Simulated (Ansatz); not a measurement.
# Cu+ with CH4O: superposition error and deformation

Aim: split the binding of a pair into the counterpoise interaction, the basis-set superposition error and the cost of deforming the fragments.

The runs use Ansatz 0.2.0, Gaussian basis; PBE0-D4 structures, single points in def2-TZVPPD.

Levels: PBE-D4, revPBE-D4, BLYP-D4, r2SCAN-D4, B97M-V, PBE0-D4, B3LYP-D4, HSE06-D4, wB97X-V, wB97M-V, B2PLYP, Hartree-Fock, MP2, CCSD, CCSD(T).

Cores are frozen in the correlated methods. The 3s and 3p shells of Cu and Zn are frozen; filled d shells are correlated. B3LYP uses VWN-RPA correlation. B2PLYP carries no dispersion term here.

129 further runs of the same task are left out: 129 set aside as unsound or not needed. Runs told in other sessions of the task aren't counted.

## (1) Where the work starts

The relaxed pair: 7 atoms, charge 1, spin multiplicity 1.

Atoms are counted from 1 here; the program's logs count them from 0.

Bond lengths: Cu1–O3 1.926 Å, C2–O3 1.452 Å, C2–H4 1.087 Å, C2–H5 1.089 Å, C2–H6 1.089 Å, O3–H7 0.963 Å. Angles: O3–C2–H4 107.2°, O3–C2–H5 108.8°, O3–C2–H6 109.9°, H4–C2–H5 109.5°, H4–C2–H6 110.4°, H5–C2–H6 111.0°, Cu1–O3–C2 127.5°, Cu1–O3–H7 119.8°, C2–O3–H7 110.0°.

As a file:

```tsv
atom	x (Å)	y (Å)	z (Å)
Cu1	0.8077	-0.8558	-2.0988
C2	-0.4679	0.3486	0.3791
O3	0.6548	-0.3180	-0.2560
H4	-0.9591	0.9467	-0.3840
H5	-0.0890	1.0016	1.1638
H6	-1.1578	-0.3907	0.7845
H7	1.2112	-0.7324	0.4114
```

Atoms 1 to 1 are fragment A (Cu+), the rest fragment B (CH4O). From earlier runs, pair energy (eV) and counterpoise interaction (kcal/mol):

```tsv
method	E(pair)	interaction
PBE-D4	-47773.95191	-50.06
revPBE-D4	-47780.92399	-46.26
BLYP-D4	-47786.21356	-50.08
r2SCAN-D4	-47782.14792	-51.10
B97M-V	-47774.33550	-49.77
PBE0-D4	-47774.32385	-45.95
B3LYP-D4	-47786.05251	-47.32
HSE06-D4	-47774.08793	-45.80
wB97X-V	-47779.16952	-45.29
wB97M-V	-47780.75053	-44.88
B2PLYP	-47774.62196	-44.90
Hartree-Fock	-47724.25309	-33.07
MP2	-47748.64392	-42.32
CCSD(T)	-47748.29647	-40.86
```

First each fragment is run alone in its own basis, frozen in the shape it has in the pair (a, b).

## (2) wB97X-V/def2-TZVPPD

a/in.yaml reads:

```yaml
crystal:
  periodic: [false, false, false]
  atoms:
    - {symbol: Cu, position_ang: [0.807718, -0.855789, -2.098817]}
basis:
  gaussian: {orbitals: "def2-TZVPPD.json"}
total_charge: 1
hamiltonian: {xc: {name: wB97X-V}}
```

b/in.yaml reads:

```yaml
crystal:
  periodic: [false, false, false]
  atoms:
    - {symbol: C, position_ang: [-0.467926, 0.348607, 0.379143]}
    - {symbol: O, position_ang: [0.654793, -0.318048, -0.256034]}
    - {symbol: H, position_ang: [-0.959085, 0.946701, -0.384001]}
    - {symbol: H, position_ang: [-0.088962, 1.001591, 1.163826]}
    - {symbol: H, position_ang: [-1.157788, -0.390694, 0.784542]}
    - {symbol: H, position_ang: [1.211249, -0.732369, 0.411439]}
basis:
  gaussian: {orbitals: "def2-TZVPPD.json"}
hamiltonian: {xc: {name: wB97X-V}}
```

The basis file named in the input lies beside it (Basis Set Exchange, JSON).

Each run has its own folder and the same command.

Command:

```sh
$ ansatz run in.yaml --threads 4 --pin off --events-out ev --progress --plain --max-ram 9574MiB
```

Output in a:

```text
Functional definition: wB97X-V
  name "wB97X-V"
  cite "Mardirossian & Head-Gordon, Phys. Chem. Chem. Phys. 16, 9904 (2014) doi:10.1039/C3CP54374A"
  cite "Becke, J. Chem. Phys. 107, 8554 (1997) doi:10.1063/1.475007"
  cite "Vydrov & Van Voorhis, J. Chem. Phys. 133, 244103 (2010) doi:10.1063/1.3521275"
  parameter omega = 0.3/bohr
  parameter cx = 0.167
  parameter cx1 = 0.603
  parameter cx2 = 1.194
  parameter css0 = 0.556
  parameter css1 = -0.257
  parameter cos0 = 1.219
  parameter cos1 = -1.850
  parameter b = 6.0
  parameter c = 0.01
  exchange = spin_sum(e_x_unif_sr(omega)*poly(b97_u_x, 1 - cx, cx1, cx2)) + cx*exact_x_sr(omega) + exact_x_lr(omega)
  correlation = spin_sum(e_c_pw_same_spin*poly(b97_u_same, css0, css1))
      + integral(e_c_pw_opposite_spin*poly(b97_u_opposite, cos0, cos1)) + vv10(b, c)
553 factors; their error is unknown
76 factors; integrals over basis functions are off by at most 9.5e-5 eV
mean field evaluation 1: about -44597.6896 eV, gradient 2.1e2 eV
mean field evaluation 2: about -43801.8921 eV, gradient 6.3e2 eV
mean field evaluation 4: about -44626.8768 eV, gradient 4.0e1 eV
mean field evaluation 8: about -44627.9285 eV, gradient 4.9e-2 eV
mean field evaluation 16: about -44627.9285 eV, gradient 1.9e-6 eV
mean field -44627.92849594 eV, -1640.0461223294 hartree, gradient 1.9e-6 eV, S^2 0.000000; 0 other end points of the search recorded, 0 dependent functions left out
reference -44627.92849436 eV, -1640.0461222712 hartree; 14, 14 occupied and 53, 53 virtual orbitals, 553 factors
Total energy: -44627.92849436 eV, -1640.0461222712 hartree
```

Log of b, shortened:

```text
[... 5 set-up lines as earlier in the session ...]
[...]
      + integral(e_c_pw_opposite_spin*poly(b97_u_opposite, cos0, cos1)) + vv10(b, c)
594 factors; their error is unknown
203 factors; integrals over basis functions are off by at most 2.5e-5 eV
[...]
mean field -3149.25922332 eV, -115.7331418123 hartree, gradient 3.4e-5 eV, S^2 0.000000; 0 other end points of the search recorded, 0 dependent functions left out
reference -3149.25922141 eV, -115.7331417421 hartree; 9, 9 occupied and 136, 136 virtual orbitals, 594 factors
Total energy: -3149.25922141 eV, -115.7331417421 hartree
```

They took 1.1 s (a), 2.7 s (b) on 4 threads of Arm Neoverse N1, shared host.

## (3) wB97M-V/def2-TZVPPD

The same edit goes into each in.yaml of step 2 (a, b):

```diff
-hamiltonian: {xc: {name: wB97X-V}}
+hamiltonian: {xc: {name: wB97M-V}}
```

One command serves all of them, each in its own folder.

Command:

```sh
$ ansatz run in.yaml --threads 4 --pin off --events-out ev --progress --plain --max-ram 9574MiB
```

Output in a, shortened:

```text
Functional definition: wB97M-V
  name "wB97M-V"
  cite "Mardirossian & Head-Gordon, J. Chem. Phys. 144, 214110 (2016) doi:10.1063/1.4952647"
[... 2 set-up lines as earlier in the session ...]
  # Of w^i u^j: cxij and so on, Table III.
[...]
  gx(w, u) = 1 - cx + cx01*u + cx10*w
  gss(w, u) = css00 + css04*u^4 + css10*w + css20*w^2 + css43*w^4*u^3
  gos(w, u) = cos00 + cos10*w + (cos20 + cos21*u)*w^2 + (cos60 + cos61*u)*w^6
[...]
      + integral(e_c_pw_mod_opposite_spin*gos(b97_w_opposite, b97_u_opposite)) + vv10(b, c)
553 factors; their error is unknown
76 factors; integrals over basis functions are off by at most 9.5e-5 eV
[...]
mean field -44629.92506620 eV, -1640.1194949330 hartree, gradient 5.5e-5 eV, S^2 0.000000; 0 other end points of the search recorded, 0 dependent functions left out
reference -44629.92510464 eV, -1640.1194963458 hartree; 14, 14 occupied and 53, 53 virtual orbitals, 553 factors
Total energy: -44629.92510464 eV, -1640.1194963458 hartree
```

Output in b, shortened:

```text
[... 5 set-up lines as earlier in the session ...]
  # Of w^i u^j: cxij and so on, Table III.
[...]
  gx(w, u) = 1 - cx + cx01*u + cx10*w
  gss(w, u) = css00 + css04*u^4 + css10*w + css20*w^2 + css43*w^4*u^3
  gos(w, u) = cos00 + cos10*w + (cos20 + cos21*u)*w^2 + (cos60 + cos61*u)*w^6
[...]
      + integral(e_c_pw_mod_opposite_spin*gos(b97_w_opposite, b97_u_opposite)) + vv10(b, c)
594 factors; their error is unknown
203 factors; integrals over basis functions are off by at most 2.5e-5 eV
[...]
mean field -3148.86263382 eV, -115.7185674170 hartree, gradient 8.0e-6 eV, S^2 0.000000; 0 other end points of the search recorded, 0 dependent functions left out
reference -3148.86268188 eV, -115.7185691833 hartree; 9, 9 occupied and 136, 136 virtual orbitals, 594 factors
Total energy: -3148.86268188 eV, -115.7185691833 hartree
```

Wall times: 1.3 s (a), 2.9 s (b) on 4 threads of Arm Neoverse N1, shared host.

## (4) B2PLYP/def2-TZVPPD

Changes to a/in.yaml since step 3:

```diff
@@ -7,2 +7,3 @@
 total_charge: 1
-hamiltonian: {xc: {name: wB97M-V}}
+hamiltonian: {xc: {name: B2PLYP}}
+correlation: {frozen_orbitals: {Cu: 9}}
```

Changes to b/in.yaml since step 3:

```diff
@@ -11,2 +11,2 @@
   gaussian: {orbitals: "def2-TZVPPD.json"}
-hamiltonian: {xc: {name: wB97M-V}}
+hamiltonian: {xc: {name: B2PLYP}}
```

Each run has its own folder and the same command.

Command:

```sh
$ ansatz run in.yaml --threads 4 --pin off --events-out ev --progress --plain --max-ram 9574MiB
```

Output in a, shortened:

```text
Functional definition: B2PLYP
  name "B2PLYP"
  cite "Grimme, J. Chem. Phys. 124, 034108 (2006) doi:10.1063/1.2148954"
  cite "Becke, Phys. Rev. A 38, 3098 (1988) doi:10.1103/PhysRevA.38.3098"
  cite "Lee, Yang & Parr, Phys. Rev. B 37, 785 (1988) doi:10.1103/PhysRevB.37.785"
[...]
466 factors; integrals over basis functions are off by at most 1.4e-4 eV
[...]
mean field -44620.83074562 eV, -1639.7852848161 hartree, gradient 3.5e-6 eV, S^2 0.000000; 0 other end points of the search recorded, 0 dependent functions left out
9 core orbitals not correlated: weight in the atoms' cores, before any rotation towards them, 1.000 or more for the frozen orbitals, at most 0.000 for the correlated occupied ones
reference -44620.83084023 eV, -1639.7852882931 hartree; 5, 5 occupied and 53, 53 virtual orbitals, 466 factors
second order -14.37753326 eV of doubles, -0.00000000 eV of singles
Total energy: -44624.71277421 eV, -1639.9279467357 hartree
```

Output in b, shortened:

```text
[... 5 set-up lines as earlier in the session ...]
[...]
830 factors; integrals over basis functions are off by at most 7.7e-4 eV
[...]
mean field -3144.13652873 eV, -115.5448862587 hartree, gradient 4.2e-6 eV, S^2 0.000000; 0 other end points of the search recorded, 0 dependent functions left out
2 core orbitals not correlated: weight in the atoms' cores, before any rotation towards them, 1.000 or more for the frozen orbitals, at most 0.000 for the correlated occupied ones
reference -3144.13666275 eV, -115.5448911837 hartree; 7, 7 occupied and 136, 136 virtual orbitals, 830 factors
second order -14.03840872 eV of doubles, -0.00000000 eV of singles
Total energy: -3147.92703311 eV, -115.6841847251 hartree
```

They took 0.85 s (a), 1.6 s (b) on 4 threads of Arm Neoverse N1, shared host.

## (5) B97M-V/def2-TZVPPD

Changes to a/in.yaml since step 4:

```diff
@@ -7,3 +7,2 @@
 total_charge: 1
-hamiltonian: {xc: {name: B2PLYP}}
-correlation: {frozen_orbitals: {Cu: 9}}
+hamiltonian: {xc: {name: B97M-V}}
```

Changes to b/in.yaml since step 4:

```diff
@@ -11,2 +11,2 @@
   gaussian: {orbitals: "def2-TZVPPD.json"}
-hamiltonian: {xc: {name: B2PLYP}}
+hamiltonian: {xc: {name: B97M-V}}
```

The same command starts each run, in its folder.

Command:

```sh
$ ansatz run in.yaml --threads 4 --pin off --events-out ev --progress --plain --max-ram 9574MiB
```

a printed, shortened:

```text
Functional definition: B97M-V
  name "B97M-V"
  cite "Mardirossian & Head-Gordon, J. Chem. Phys. 142, 074111 (2015) doi:10.1063/1.4907719"
[... 2 set-up lines as earlier in the session ...]
  # Of w^i u^j: cxij and so on, Table III.
[...]
  gx(w, u) = cx00 + cx01*u + cx02*u^2 + (cx10 + cx11*u)*w
  gss(w, u) = css00 + css02*u^2 + css10*w + (css32*w^3 + css42*w^4)*u^2
  gos(w, u) = cos00 + cos01*u + cos03*u^3 + cos10*w + cos32*w^3*u^2
[...]
      + integral(e_c_pw_mod_opposite_spin*gos(b97_w_opposite, b97_u_opposite)) + vv10(b, c)
509 factors; their error is unknown
[...]
mean field -44622.55542175 eV, -1639.8486654948 hartree, gradient 5.7e-5 eV, S^2 0.000000; 0 other end points of the search recorded, 0 dependent functions left out
reference -44622.55546930 eV, -1639.8486672424 hartree; 14, 14 occupied and 53, 53 virtual orbitals, 509 factors
Total energy: -44622.55546930 eV, -1639.8486672424 hartree
```

b printed, shortened:

```text
[... 5 set-up lines as earlier in the session ...]
  # Of w^i u^j: cxij and so on, Table III.
[...]
  gx(w, u) = cx00 + cx01*u + cx02*u^2 + (cx10 + cx11*u)*w
  gss(w, u) = css00 + css02*u^2 + css10*w + (css32*w^3 + css42*w^4)*u^2
  gos(w, u) = cos00 + cos01*u + cos03*u^3 + cos10*w + cos32*w^3*u^2
[...]
      + integral(e_c_pw_mod_opposite_spin*gos(b97_w_opposite, b97_u_opposite)) + vv10(b, c)
594 factors; their error is unknown
[...]
mean field -3149.60662781 eV, -115.7459086919 hartree, gradient 5.5e-5 eV, S^2 0.000000; 0 other end points of the search recorded, 0 dependent functions left out
reference -3149.60668474 eV, -115.7459107840 hartree; 9, 9 occupied and 136, 136 virtual orbitals, 594 factors
Total energy: -3149.60668474 eV, -115.7459107840 hartree
```

They took 1.2 s (a), 3.1 s (b) on 4 threads of Arm Neoverse N1, shared host.

## (6) CCSD(T)/def2-TZVPPD

Changes to a/in.yaml since step 5:

```diff
@@ -7,2 +7,2 @@
 total_charge: 1
-hamiltonian: {xc: {name: B97M-V}}
+correlation: {method: ccsd_t, frozen_orbitals: {Cu: 9}}
```

Changes to b/in.yaml since step 5:

```diff
@@ -11,2 +11,2 @@
   gaussian: {orbitals: "def2-TZVPPD.json"}
-hamiltonian: {xc: {name: B97M-V}}
+correlation: {method: ccsd_t}
```

One command serves all of them, each in its own folder.

Command:

```sh
$ ansatz run in.yaml --threads 4 --pin off --events-out ev --progress --plain --max-ram 9574MiB
```

Output in a, shortened:

```text
Functional definition: HF
  name "HF"
  cite "Fock, Z. Phys. 61, 126 (1930) doi:10.1007/BF01340294"
  parent pbe
[...]
466 factors; integrals over basis functions are off by at most 1.4e-4 eV
[...]
mean field -44590.93228105 eV, -1638.6865365090 hartree, gradient 7.8e-7 eV, S^2 0.000000; 0 other end points of the search recorded, 0 dependent functions left out
9 core orbitals not correlated: weight in the atoms' cores, before any rotation towards them, 1.000 or more for the frozen orbitals, at most 0.000 for the correlated occupied ones
reference -44590.93228105 eV, -1638.6865365090 hartree; 5, 5 occupied and 53, 53 virtual orbitals, 466 factors
second order -12.23242520 eV of doubles, -0.00000000 eV of singles
cycle   1  -10.14848868 eV  change     2.1e0 eV  update   1.1e-1
[...]
cycle   9  -10.67504319 eV  change    9.8e-6 eV  update   1.2e-6
perturbative correction -0.35026653 eV, -0.0128720577 hartree
Total energy: -44601.95759077 eV, -1639.0917091681 hartree
```

b printed, shortened:

```text
[... 4 set-up lines as earlier in the session ...]
[...]
830 factors; integrals over basis functions are off by at most 7.7e-4 eV
[...]
mean field -3131.87048655 eV, -115.0941175227 hartree, gradient 1.5e-6 eV, S^2 0.000000; 0 other end points of the search recorded, 0 dependent functions left out
2 core orbitals not correlated: weight in the atoms' cores, before any rotation towards them, 1.000 or more for the frozen orbitals, at most 0.000 for the correlated occupied ones
reference -3131.87048655 eV, -115.0941175227 hartree; 7, 7 occupied and 136, 136 virtual orbitals, 830 factors
second order -11.70867611 eV of doubles, -0.00000000 eV of singles
cycle   1  -11.88813652 eV  change   -1.8e-1 eV  update   6.6e-2
[...]
cycle   9  -12.20946169 eV  change   -5.1e-6 eV  update   1.1e-5
perturbative correction -0.41512263 eV, -0.0152554751 hartree
Total energy: -3144.49507087 eV, -115.5580624391 hartree
```

Wall times: 0.95 s (a), 7 s (b) on 4 threads of Arm Neoverse N1, shared host; peak memory 0.89 GiB.

## (7) Relaxing CH4O alone

relax-b/in.yaml reads:

```yaml
crystal:
  periodic: [false, false, false]
  atoms:
    - {symbol: C, position_ang: [-0.467926, 0.348607, 0.379143]}
    - {symbol: O, position_ang: [0.654793, -0.318048, -0.256034]}
    - {symbol: H, position_ang: [-0.959085, 0.946701, -0.384001]}
    - {symbol: H, position_ang: [-0.088962, 1.001591, 1.163826]}
    - {symbol: H, position_ang: [-1.157788, -0.390694, 0.784542]}
    - {symbol: H, position_ang: [1.211249, -0.732369, 0.411439]}
basis:
  gaussian: {orbitals: def2-TZVP}
hamiltonian: {xc: pbe0, dispersion: d4}
relax: {f_tol: 0.005, max_steps: 200}
```

Command:

```sh
$ ansatz run in.yaml --threads 4 --pin off --events-out ev --progress --plain --max-ram 9574MiB
```

What it wrote, shortened:

```text
Functional definition: PBE0
  name "PBE0"
  cite "Adamo & Barone, J. Chem. Phys. 110, 6158 (1999) doi:10.1063/1.478522"
  cite "Perdew, Burke & Ernzerhof, Phys. Rev. Lett. 77, 3865 (1996) doi:10.1103/PhysRevLett.77.3865"
[... 1 set-up line as earlier in the session ...]
[...]
507 factors; their error is unknown
[...]
mean field -3146.60249122 eV, -115.6355087085 hartree, gradient 2.0e-5 eV, S^2 0.000000; 0 other end points of the search recorded, 0 dependent functions left out
[...]
reference -3146.60251308 eV, -115.6355095119 hartree; 9, 9 occupied and 77, 77 virtual orbitals, 507 factors
relax step   1: F+E_penalty+E_count = -3146.63597068 eV  Δ(F+E_penalty+E_count) = +0.000e0 eV  max|allowed force component| = 1.454e0 eV/Å  Δτ_max = 0.0000 Å  (22 SCF iters, accepted)
[...]
507 factors; their error is unknown
[...]
mean field -3146.65022546 eV, -115.6372629097 hartree, gradient 1.3e-5 eV, S^2 0.000000; 1 other end points of the search recorded, 0 dependent functions left out
[...]
reference -3146.65024778 eV, -115.6372637296 hartree; 9, 9 occupied and 77, 77 virtual orbitals, 507 factors
Total energy: -3146.68382122 eV, -115.6384975311 hartree
Atom 0 at    -0.428121     0.342607     0.376044 Å, force     0.000111     0.000096    -0.000600 eV/Å
Atom 1 at     0.673052    -0.267385    -0.256844 Å, force     0.002621    -0.002505     0.004025 eV/Å
Atom 2 at    -0.956573     0.917027    -0.385435 Å, force    -0.000082    -0.000165     0.000533 eV/Å
Atom 3 at    -0.123100     1.032733     1.172554 Å, force    -0.000081     0.000072    -0.000237 eV/Å
Atom 4 at    -1.127881    -0.390591     0.796182 Å, force     0.000247     0.000016    -0.000087 eV/Å
Atom 5 at     1.154903    -0.778604     0.396414 Å, force    -0.002816     0.002486    -0.003634 eV/Å
Dipole moment:    -0.064619    -0.043586     0.339627 e Å
```

It took 4.3 s on 4 threads of Arm Neoverse N1, shared host.

Relaxation path:

```tsv
step	energy from step 1 (eV)	largest force component (eV/Å)
1	0.0000	1.4543
2	-0.0358	0.7095
3	-0.0464	0.1035
4	-0.0472	0.0440
5	-0.0478	0.0207
6	-0.0478	0.0040
```

Distances of close pairs at the start and the end, largest changes first:

```tsv
bond	before (Å)	after (Å)	change (Å)
C1–O2	1.452	1.409	-0.043
C1–H4	1.089	1.097	+0.008
C1–H5	1.089	1.097	+0.008
C1–H3	1.087	1.090	+0.004
O2–H6	0.963	0.959	-0.003
```

## (8) PBE-D4/def2-TZVPPD

free-b/in.yaml reads:

```yaml
crystal:
  periodic: [false, false, false]
  atoms:
    - {symbol: C, position_ang: [-0.428121, 0.342607, 0.376044]}
    - {symbol: O, position_ang: [0.673052, -0.267385, -0.256844]}
    - {symbol: H, position_ang: [-0.956573, 0.917027, -0.385435]}
    - {symbol: H, position_ang: [-0.123100, 1.032733, 1.172554]}
    - {symbol: H, position_ang: [-1.127881, -0.390591, 0.796182]}
    - {symbol: H, position_ang: [1.154903, -0.778604, 0.396414]}
basis:
  gaussian: {orbitals: "def2-TZVPPD.json"}
hamiltonian: {xc: pbe, dispersion: d4}
```

Command:

```sh
$ ansatz run in.yaml --threads 4 --pin off --events-out ev --progress --plain --max-ram 9574MiB
```

What it wrote:

```text
Functional definition: PBE
  name "PBE"
[... 2 set-up lines as earlier in the session ...]
  parameter kappa = 0.804
  parameter beta = 0.06672455060314922
  exchange = pbe_x(kappa = kappa, mu = beta*pi^2/3)
  correlation = pbe_c(beta = beta)
594 factors; their error is unknown
mean field evaluation 1: about -3139.4063 eV, gradient 6.0e1 eV
mean field evaluation 2: about -3118.3439 eV, gradient 1.2e2 eV
mean field evaluation 4: about -3146.4520 eV, gradient 8.4e0 eV
mean field evaluation 8: about -3146.5852 eV, gradient 2.1e-2 eV
mean field evaluation 16: about -3146.5650 eV, gradient 3.0e-5 eV
mean field -3146.56497478 eV, -115.6341300049 hartree, gradient 3.0e-5 eV, S^2 0.000000; 0 other end points of the search recorded, 0 dependent functions left out
reference -3146.56501582 eV, -115.6341315128 hartree; 9, 9 occupied and 136, 136 virtual orbitals, 594 factors
Total energy: -3146.60655593 eV, -115.6356580840 hartree
```

Wall time 0.8 s (4 threads of Arm Neoverse N1, shared host).

## (9) r2SCAN-D4/def2-TZVPPD

Changes to free-b/in.yaml since step 8:

```diff
@@ -11,2 +11,2 @@
   gaussian: {orbitals: "def2-TZVPPD.json"}
-hamiltonian: {xc: pbe, dispersion: d4}
+hamiltonian: {xc: r2scan, dispersion: d4}
```

Command:

```sh
$ ansatz run in.yaml --threads 4 --pin off --events-out ev --progress --plain --max-ram 9574MiB
```

What it wrote:

```text
Functional definition: r2SCAN
  name "r2SCAN"
  cite "Furness, Kaplan, Ning, Perdew & Sun, J. Phys. Chem. Lett. 11, 8208 (2020) doi:10.1021/acs.jpclett.0c02405"
  cite "Furness, Kaplan, Ning, Perdew & Sun, J. Phys. Chem. Lett. 11, 9248 (2020) doi:10.1021/acs.jpclett.0c03077"
  parent r2scan
  parameter k0 = 0.174
  parameter k1 = 0.065
  parameter a1 = 4.9479
  exchange = r2scan_x(k0 = k0, k1 = k1, a1 = a1)
  correlation = r2scan_c
594 factors; their error is unknown
mean field evaluation 1: about -3142.7084 eV, gradient 5.5e1 eV
mean field evaluation 2: about -3133.4763 eV, gradient 8.8e1 eV
mean field evaluation 4: about -3148.5369 eV, gradient 4.4e0 eV
mean field evaluation 8: about -3148.5770 eV, gradient 2.9e-2 eV
mean field evaluation 16: about -3148.5558 eV, gradient 5.1e-5 eV
mean field -3148.55580961 eV, -115.7072918354 hartree, gradient 5.1e-5 eV, S^2 0.000000; 0 other end points of the search recorded, 0 dependent functions left out
reference -3148.55582234 eV, -115.7072923031 hartree; 9, 9 occupied and 136, 136 virtual orbitals, 594 factors
Total energy: -3148.56565525 eV, -115.7076536561 hartree
```

It took 1.8 s on 4 threads of Arm Neoverse N1, shared host.

## (10) PBE0-D4/def2-TZVPPD

Changes to free-b/in.yaml since step 9:

```diff
@@ -11,2 +11,3 @@
   gaussian: {orbitals: "def2-TZVPPD.json"}
-hamiltonian: {xc: r2scan, dispersion: d4}
+hamiltonian: {xc: pbe0, dispersion: d4}
+output: {orbitals: {seedname: orbitals}}
```

Command:

```sh
$ ansatz run in.yaml --threads 4 --pin off --events-out ev --progress --plain --max-ram 9574MiB
```

What it wrote, shortened:

```text
[... 5 set-up lines as earlier in the session ...]
  parameter a = 0.25
[... 2 set-up lines as earlier in the session ...]
  exchange = (1 - a)*pbe_x(kappa = kappa, mu = beta*pi^2/3) + a*exact_x
[... 1 set-up line as earlier in the session ...]
594 factors; their error is unknown
mean field evaluation 1: about -3142.3074 eV, gradient 4.8e1 eV
mean field evaluation 2: about -3138.2623 eV, gradient 6.8e1 eV
mean field evaluation 4: about -3146.7593 eV, gradient 2.5e0 eV
mean field evaluation 8: about -3146.7665 eV, gradient 3.4e-2 eV
mean field -3146.76646373 eV, -115.6415345872 hartree, gradient 2.6e-5 eV, S^2 0.000000; 0 other end points of the search recorded, 0 dependent functions left out
reference -3146.76649379 eV, -115.6415356918 hartree; 9, 9 occupied and 136, 136 virtual orbitals, 594 factors
Total energy: -3146.80006724 eV, -115.6427694933 hartree
```

It took 0.95 s on 4 threads of Arm Neoverse N1, shared host.

[end of part 1 of 2]
